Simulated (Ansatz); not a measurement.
# BAs2: the cost of one run

Method: DFT PBE, scalar-relativistic, plane waves, PAW, in Ansatz 0.2.0.

**1. The starting structure**

The structure is cubic, space group F-43m (No. 216). The conventional cell has a = 7.828 Å, b = 7.828 Å, c = 7.828 Å, α = 90.00°, β = 90.00°, γ = 90.00°. B (site symmetry -43m) is surrounded by 4 As at 1.44 Å. B (site symmetry -43m) is surrounded by 12 As at 3.21 Å and 4 B at 3.39 Å. As (site symmetry 3m) is surrounded by 1 B at 1.44 Å.

Coordinates:

```cif
data_structure
_symmetry_space_group_name_H-M 'P 1'
_symmetry_Int_Tables_number 1
_cell_length_a 5.5349
_cell_length_b 5.5349
_cell_length_c 5.5349
_cell_angle_alpha 60.000
_cell_angle_beta 60.000
_cell_angle_gamma 60.000
_cell_volume 119.90
loop_
_atom_site_label
_atom_site_type_symbol
_atom_site_fract_x
_atom_site_fract_y
_atom_site_fract_z
_atom_site_occupancy
B1 B 0.25000 0.25000 0.25000 1
B2 B 0.00000 0.00000 0.00000 1
As1 As 0.35611 0.35611 0.35611 1
As2 As 0.35611 0.35611 0.93166 1
As3 As 0.35611 0.93166 0.35611 1
As4 As 0.93166 0.35611 0.35611 1
```

A structure generator made this guess: random cell by space group and Wyckoff sites (F-43m, No. 216). The dimensions are guesses.

**2. Probe: one point on a coarse mesh**

Input file input.yaml:

```yaml
crystal:
  lattice:
    - [0.0, 3.91379128, 3.91379128]
    - [3.91379128, 0.0, 3.91379128]
    - [3.91379128, 3.91379128, 0.0]
  atoms:
    - { symbol: B, position: [0.25, 0.25, 0.25] }
    - { symbol: B, position: [0.0, 0.0, 0.0] }
    - { symbol: As, position: [0.35611474, 0.35611474, 0.35611474] }
    - { symbol: As, position: [0.35611474, 0.35611474, 0.93165577] }
    - { symbol: As, position: [0.35611474, 0.93165577, 0.35611474] }
    - { symbol: As, position: [0.93165577, 0.35611474, 0.35611474] }
basis:
  ecutwfc: 420
kpoints:
  mp_grid: { grid: [4, 4, 4] }
hamiltonian:
  xc: pbe
scf:
  occupations: { method: gaussian, width: 0.1 }
  lower_state_search: "off"
output:
  forces: true
  stress: true
  eigenvalues: true
```

Run with:

```
$ ansatz run input.yaml --threads 1 --pin off --max-ram 2560MiB --backend cpu --events-out ev --progress --plain --runs-dir out
```

**Question.** How long does this run take on 1 thread of Intel Xeon at 2.50GHz (Skylake/Cascade Lake), shared host, and how much memory does it need?

About 7.1 s, with a peak of 0.36 GiB.
